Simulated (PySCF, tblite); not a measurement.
# C₃H₈BN₂Si radical: geometry, infrared bands and EPR parameters

Wanted: the infrared bands and EPR parameters of C₃H₈BN₂Si radical (`CB(C)[N][SiH2]C#N`), by calculation.

Programs: tblite 0.8.0 and PySCF 2.14.0, with density-fitted response routines of our own. Each step states its level of theory. These are calculated values for one molecule in the gas phase, unless marked as measured. Atoms count from 0, in the outputs and in this text.

### Step 1. The starting structure

15 atoms, charge 0, multiplicity 2; geometry from: force field or distance geometry start.

Bonds of the start (Å): C0–B1 1.60, B1–C2 1.58, B1–N3 1.53, N3–Si4 1.81, Si4–C5 1.82, C5–N6 1.17, C0–H7 1.11, C0–H8 1.10, C0–H9 1.10, C2–H10 1.10, C2–H11 1.14, C2–H12 1.13, Si4–H13 1.45, Si4–H14 1.45.

### Step 2. Optimising the geometry with GFN2-xTB

Job settings and geometry (Å):

```
{"job": {"kind": "relax", "xc": "GFN2-xTB", "basis": "xTB"}, "charge": 0, "multiplicity": 2}
C     -1.222900    -1.526500    -0.272900
B     -0.789200    -0.102800    -0.870400
C     -1.508400     1.147400    -0.218100
N      0.659300    -0.029600    -1.363400
Si     1.641900     0.508700     0.056800
C      3.307600    -0.209700    -0.031000
N      4.392700    -0.656400    -0.078000
H     -2.053000    -1.419100     0.452000
H     -0.359500    -1.911700     0.282200
H     -1.571600    -2.159700    -1.099600
H     -1.151500     2.105200    -0.628300
H     -2.623300     1.067600    -0.418500
H     -1.398300     1.069600     0.898800
H      1.732500     1.956800    -0.024200
H      0.939300     0.168000     1.281400
```

Command:

```
OMP_NUM_THREADS=1 python probes_run.py task.json out
```

The driver reads the jobs from task.json and runs them one after another.

What it wrote:

```text
step      E/eV     max force
  0    -521.91831    4.502
  1    -521.96571   14.853
  2    -522.59679    2.948
  3    -522.67385    1.479
  4    -522.72626    0.725
  5    -522.77472    0.837
  6    -522.80774    0.787
  7    -522.84570    0.445
  8    -522.87582    0.473
  9    -522.91779    0.799
 10    -522.95221    0.676
 11    -522.98591    0.427
 12    -523.01900    0.471
 13    -523.05864    0.712
 14    -523.10055    0.650
 15    -523.13992    0.488
 16    -523.18166    0.592
 17    -523.23327    0.893
 18    -523.28778    1.064
 19    -523.33554    0.741
 20    -523.38188    0.503
 21    -523.42206    0.458
 22    -523.44675    0.380
 23    -523.46968    0.902
 24    -523.49220    0.467
 25    -523.53218    0.626
 26    -523.54959    0.790
 27    -523.57649    0.915
 28    -523.59469    0.681
 29    -523.60352    0.346
 30    -523.60883    0.233
 31    -523.61492    0.317
 32    -523.62451    0.358
 33    -523.63070    0.238
 34    -523.63382    0.128
 35    -523.63527    0.173
 36    -523.63628    0.077
 37    -523.63738    0.079
 38    -523.63831    0.063
 39    -523.63891    0.070
 40    -523.63955    0.069
 41    -523.64053    0.092
 42    -523.64208    0.099
 43    -523.64409    0.100
 44    -523.64610    0.145
 45    -523.64765    0.140
 46    -523.64905    0.176
 47    -523.65064    0.092
 48    -523.65222    0.177
 49    -523.65362    0.147
 50    -523.65485    0.158
 51    -523.65592    0.091
 52    -523.65670    0.084
 53    -523.65734    0.059
 54    -523.65765    0.046
 55    -523.65791    0.049
 56    -523.65825    0.047
 57    -523.65877    0.080
 58    -523.65931    0.081
 59    -523.65969    0.046
 60    -523.65988    0.030
 61    -523.66002    0.033
 62    -523.66024    0.041
 63    -523.66063    0.055
 64    -523.66108    0.045
 65    -523.66143    0.045
 66    -523.66168    0.041
 67    -523.66197    0.049
 68    -523.66248    0.076
 69    -523.66328    0.101
 70    -523.66419    0.108
 71    -523.66507    0.095
 72    -523.66597    0.096
 73    -523.66717    0.085
 74    -523.66872    0.111
 75    -523.67053    0.095
 76    -523.67194    0.178
 77    -523.67319    0.100
 78    -523.67426    0.198
 79    -523.67588    0.127
 80    -523.67757    0.068
 81    -523.67818    0.065
 82    -523.67860    0.050
 83    -523.67890    0.090
 84    -523.67917    0.120
 85    -523.67940    0.043
 86    -523.67974    0.051
 87    -523.68000    0.044
 88    -523.68020    0.033
 89    -523.68035    0.026
 90    -523.68047    0.023
 91    -523.68059    0.025
 92    -523.68070    0.027
 93    -523.68080    0.031
 94    -523.68091    0.025
 95    -523.68100    0.037
 96    -523.68107    0.040
 97    -523.68112    0.036
 98    -523.68117    0.025
 99    -523.68122    0.013
100    -523.68126    0.014
101    -523.68129    0.013
102    -523.68131    0.013
103    -523.68133    0.014
104    -523.68136    0.013
105    -523.68140    0.018
106    -523.68146    0.022
107    -523.68151    0.019
108    -523.68156    0.018
109    -523.68160    0.014
110    -523.68165    0.017
111    -523.68171    0.027
112    -523.68181    0.032
113    -523.68195    0.032
114    -523.68210    0.033
115    -523.68227    0.042
116    -523.68247    0.039
117    -523.68276    0.047
118    -523.68315    0.048
119    -523.68357    0.039
120    -523.68375    0.084
121    -523.68398    0.039
122    -523.68421    0.048
123    -523.68460    0.037
124    -523.68490    0.041
125    -523.68512    0.032
126    -523.68529    0.049
127    -523.68554    0.030
128    -523.68588    0.046
129    -523.68638    0.126
130    -523.68685    0.112
131    -523.68732    0.166
132    -523.68787    0.073
133    -523.68799    0.307
134    -523.68893    0.050
135    -523.68946    0.074
136    -523.69013    0.106
137    -523.69047    0.103
138    -523.69083    0.127
139    -523.69124    0.077
140    -523.69140    0.076
141    -523.69152    0.061
142    -523.69161    0.051
143    -523.69174    0.047
144    -523.69192    0.057
145    -523.69215    0.081
146    -523.69234    0.111
147    -523.69247    0.084
148    -523.69249    0.210
149    -523.69271    0.078
150    -523.69282    0.063
151    -523.69298    0.014
152    -523.69303    0.057
153    -523.69308    0.015
154    -523.69310    0.010
155    -523.69311    0.007
```

It took 0.82 s on 1 thread of Arm Neoverse V2, shared host; peak memory 0.18 GiB.

Step by step: (not every step is listed)

| step | energy from step 0 (eV) | largest force (eV/Å) |
| --- | --- | --- |
| 0 | 0.0000 | 4.5021 |
| 1 | -0.0474 | 14.8531 |
| 2 | -0.6785 | 2.9476 |
| 3 | -0.7555 | 1.4787 |
| 4 | -0.8080 | 0.7247 |
| 5 | -0.8564 | 0.8365 |
| 6 | -0.8894 | 0.7872 |
| 7 | -0.9274 | 0.4453 |
| 8 | -0.9575 | 0.4725 |
| 22 | -1.5284 | 0.3797 |
| 36 | -1.7180 | 0.0766 |
| 50 | -1.7365 | 0.1577 |
| 64 | -1.7428 | 0.0451 |
| 78 | -1.7559 | 0.1982 |
| 92 | -1.7624 | 0.0269 |
| 106 | -1.7631 | 0.0225 |
| 120 | -1.7654 | 0.0844 |
| 134 | -1.7706 | 0.0498 |
| 148 | -1.7742 | 0.2104 |
| 150 | -1.7745 | 0.0625 |
| 151 | -1.7747 | 0.0142 |
| 152 | -1.7747 | 0.0568 |
| 153 | -1.7748 | 0.0153 |
| 154 | -1.7748 | 0.0102 |
| 155 | -1.7748 | 0.0071 |

Close pairs (by a distance rule), those that changed most:

| bond | before (Å) | after (Å) | change (Å) |
| --- | --- | --- | --- |
| B1–N3 | 1.532 | 1.326 | -0.206 |
| N3–Si4 | 1.809 | 1.677 | -0.132 |
| Si4–C5 | 1.816 | 1.884 | +0.068 |
| C2–H11 | 1.136 | 1.085 | -0.051 |
| C2–H12 | 1.125 | 1.087 | -0.038 |
| C5–N6 | 1.174 | 1.144 | -0.030 |
| B1–C2 | 1.583 | 1.612 | +0.029 |
| C0–H7 | 1.107 | 1.085 | -0.022 |

The next job starts from the end point, and lists it.

### Step 3. Vibrational analysis with GFN2-xTB

Job settings and geometry (Å):

```
{"job": {"kind": "ir", "xc": "GFN2-xTB", "basis": "xTB"}, "charge": 0, "multiplicity": 2}
C     -1.019487    -1.455520    -0.591563
B     -0.729638     0.092448    -0.223462
C     -2.045512     1.020369    -0.156356
N      0.494858     0.541328     0.015230
Si     2.108666     0.908311     0.287394
C      2.996346    -0.745666     0.130391
N      3.527863    -1.754363     0.035681
H     -1.813922    -1.846088     0.036462
H     -0.129036    -2.061009    -0.464284
H     -1.340506    -1.515098    -1.627261
H     -1.794190     2.068218    -0.280530
H     -2.767664     0.733859    -0.913587
H     -2.506046     0.890855     0.819181
H      2.666789     1.766947    -0.758977
H      2.347066     1.363399     1.658459
```

What it wrote:

```text
mode    cm-1     km/mol
  1      23.7      1.63
  2      32.5      2.74
  3      51.0      0.52
  4      81.3      1.00
  5     114.6      8.26
  6     119.8      9.78
  7     240.9      1.60
  8     249.9      6.84
  9     304.0      0.37
 10     351.3      9.76
 11     371.1     18.98
 12     510.8    133.32
 13     556.3      1.19
 14     566.5     20.74
 15     595.1      4.67
 16     686.8    105.73
 17     760.8    232.97
 18     780.3      5.79
 19     833.7     10.93
 20     843.1     19.89
 21     873.6     85.53
 22     941.9     17.05
 23     981.7     17.95
 24    1308.2      4.16
 25    1327.0     36.37
 26    1465.1      6.84
 27    1470.0      7.30
 28    1474.4      4.75
 29    1477.6      4.99
 30    1621.9     49.96
 31    2235.6    424.59
 32    2251.6    174.64
 33    2355.5    197.95
 34    3036.6     11.62
 35    3041.0     11.85
 36    3047.1     22.91
 37    3054.1     23.13
 38    3061.1     27.46
 39    3066.9     17.47
```

Run time: 0.38 s. Hardware: 1 thread of Arm Neoverse V2, shared host; peak memory 0.18 GiB.

Which atoms move in the most intense modes:

```csv
cm⁻¹,km/mol,atoms
511,133.3,"H14 34 %, H13 34 %, Si4 17 %"
687,105.7,"H13 40 %, H14 39 %, Si4 14 %"
761,233.0,"H13 46 %, H14 45 %"
874,85.5,"B1 20 %, H12 18 %, H7 16 %, H9 13 %"
1622,50.0,"N3 53 %, B1 43 %"
2236,424.6,"H14 51 %, H13 45 %"
2252,174.6,"H13 52 %, H14 46 %"
2356,197.9,"C5 57 %, N6 42 %"
```

### Step 4. EPR parameters: B3LYP/pcH-1

Same as in step 3 but for these lines:

```diff
@@ -1,2 +1,2 @@
-{"job": {"kind": "ir", "xc": "GFN2-xTB", "basis": "xTB"}, "charge": 0, "multiplicity": 2}
+{"job": {"kind": "epr", "basis": "pcH-1"}, "charge": 0, "multiplicity": 2}
 C     -1.019487    -1.455520    -0.591563
```

Method: UKS B3LYP, pcH-1 on B C H N Si, non-relativistic, mean-field spin-orbit, GIAO.

What it wrote:

```text
UKS, coarse grid
  cycle   1  E = -542.93094676  |g| = 4.45e-01
  cycle   2  E = -542.77208433  |g| = 7.43e-01
  cycle   3  E = -543.01005242  |g| = 2.04e-01
  cycle   4  E = -543.02699481  |g| = 4.94e-02
  cycle   5  E = -543.02790363  |g| = 2.60e-02
  cycle   6  E = -543.02820756  |g| = 6.08e-03
  cycle   7  E = -543.02823775  |g| = 3.82e-03
  cycle   8  E = -543.02824764  |g| = 8.80e-04
UKS, final grid
  cycle   1  E = -543.02826776  |g| = 1.14e-03
  cycle   2  E = -543.02826577  |g| = 2.40e-03
  cycle   3  E = -543.02826849  |g| = 2.32e-04
  cycle   4  E = -543.02826851  |g| = 1.41e-04
  cycle   5  E = -543.02826852  |g| = 8.39e-05
  cycle   6  E = -543.02826852  |g| = 1.20e-05
E = -543.02826852 Eh   <S^2> = 0.7551 (exact 0.7500)
g shifts (ppm)      1          2          3
  rmc          -208       -208       -208
  gc             15         58         50
  oz_so          64       1813       2332
  total        -128       1663       2174
hyperfine (MHz)  atom isotope    a_iso     a_fc   dipolar eigenvalues
    0   13C      87.08      87.11    -14.26    -13.73     27.99
    1   11B     -50.68     -50.67    -10.18      3.34      6.84
    2   13C      82.62      82.64    -12.50    -12.10     24.60
    3   14N      23.41      23.35    -34.38    -31.30     65.68
    4  29Si      23.06      23.10     -0.74     -0.02      0.77
    5   13C      59.95      59.96     -3.54     -2.94      6.48
    6   14N       0.30       0.30     -1.31     -0.82      2.13
    7    1H       3.20       3.20     -6.77     -1.56      8.32
    8    1H      -9.89      -9.89     -8.45     -0.17      8.61
    9    1H      -0.47      -0.47     -6.69     -1.59      8.28
   10    1H      -8.19      -8.19     -7.55     -0.52      8.07
   11    1H       2.67       2.67     -6.16     -1.48      7.64
   12    1H      -3.35      -3.35     -5.97     -1.63      7.60
   13    1H      10.62      10.61     -3.31     -2.78      6.09
   14    1H      16.11      16.10     -3.34     -2.72      6.05
```

Run time: 71 s. Hardware: 1 thread of Arm Neoverse V2, shared host; peak memory 0.94 GiB.

Principal g values 2.00219, 2.00398, 2.00449; g(iso) = 2.00356, against 2.00232 for a free electron.

Mean a(iso) over the nuclei that a row names, and the largest dipolar term of the row (other rows stand at the frozen geometry):

```
                   nuclei  isotope  a(iso) (MHz)  a(iso) (G, at g = 2.0023)  largest dipolar term (MHz)
                   C0, C2      13C          84.9                       30.3                        28.0
                       C5      13C          59.9                       21.4                         6.5
                       B1      11B         -50.7                      -18.1                       -10.2
                       N3      14N          23.4                        8.4                        65.7
                      Si4     29Si          23.1                        8.2                         0.8
                 H13, H14       1H          13.4                        4.8                         6.1
H7, H8, H9, H10, H11, H12       1H          -2.7                       -1.0                         8.6
                       N6      14N           0.3                        0.1                         2.1
```

Mulliken spin populations:

C0 0.15; B1 -0.08; C2 0.13; N3 0.77; Si4 -0.01; C5 0.03; N6 0.01; H7 0.00; H8 0.00; H9 0.00; H10 0.00; H11 0.00; H12 0.00; H13 0.01; H14 0.01

In first order the couplings over 0.8 MHz of 11B, 14N, 1H give 252 distinct lines over 86.2 G, if the averaged nuclei exchange fast.

The fields below are evaluated on a grid from the run's orbitals.

ELF in a plane through or near 8 of the atoms.

Ten even steps from ' ' (0.00) to '@' (1.00):
```
                                                        
                                                        
                                                        
                                --##**--                
                ....            %%@@@@##..              
            ..::==--........    %%@@@@%%::              
            ::----....--====..  ++@@@@**::..            
            ....==%%..%%%%##++::**--==++##**--          
          ..::::--##..%%::==%%==%%**::%%@@@@**..        
        ::==##%%++..::%%--##**--::%%**%%@@@@**..        
      ::++**++++%%##..==++++--..==--..::==++::          
      ::++##==--++**..  ....++@@@@==                    
    ..--**##%%####++..    ::**++--++--                  
    ::**%%++::##**--    ##@@@@++..**==..                
    ::**@@@@%%##++::    @@@@@@%%++++--..                
      ==%%@@%%**--      %%@@@@++::....                  
      ..++**++--..      --**==..                        
                                                        
                                                        
                                                        
```
The map spans 12.3 Å across and 9.4 Å up, centred on the molecule. Atoms in the plane (x, y in Å): C0 (1.0, -1.5), B1 (0.7, 0.1), C2 (2.1, 1.0), N3 (-0.5, 0.6), Si4 (-2.1, 1.0), C5 (-3.0, -0.7), N6 (-3.6, -1.7), H8 (0.1, -2.1).

On the surface of density 0.002 e/bohr³ the electrostatic potential runs, from the 1st to the 99th percentile, from -1.69 V near N6 to 1.72 V near H14.

The spin density lies nearest to N3 62 %; C0, C2 about 9 % each; B1 6 % (both signs).

### Step 5. Summary of results

| quantity | value |
| --- | --- |
| strongest single infrared mode (GFN2-xTB) | 2236 cm⁻¹, 425 km/mol |
| zero-point energy (GFN2-xTB) | 66.0 kcal/mol |
| g(iso) (B3LYP) | 2.00356 |
| ⟨S²⟩ | 0.755 (exact 0.75) |
| largest a(iso) (averaged by class) | 13C on C0, C2, 84.9 MHz |
| surface potential, 1st and 99th percentile | -1.69 V and 1.72 V |

In words: Relaxing lowered the energy by 1.775 eV in 155 steps; the close pair that moved most is B1–N3, from 1.532 to 1.326 Å. No mode is imaginary among the 39: a minimum at this level. The strongest single mode, at 2236 cm⁻¹, moves mainly H14 and H13. Unscaled tight-binding wavenumbers are off by several per cent, some by more. Its intensities can rank the bands wrongly. N3 carries the largest spin population, 0.77 e. The isotropic g lies 1.2 ppt above the free-electron value.
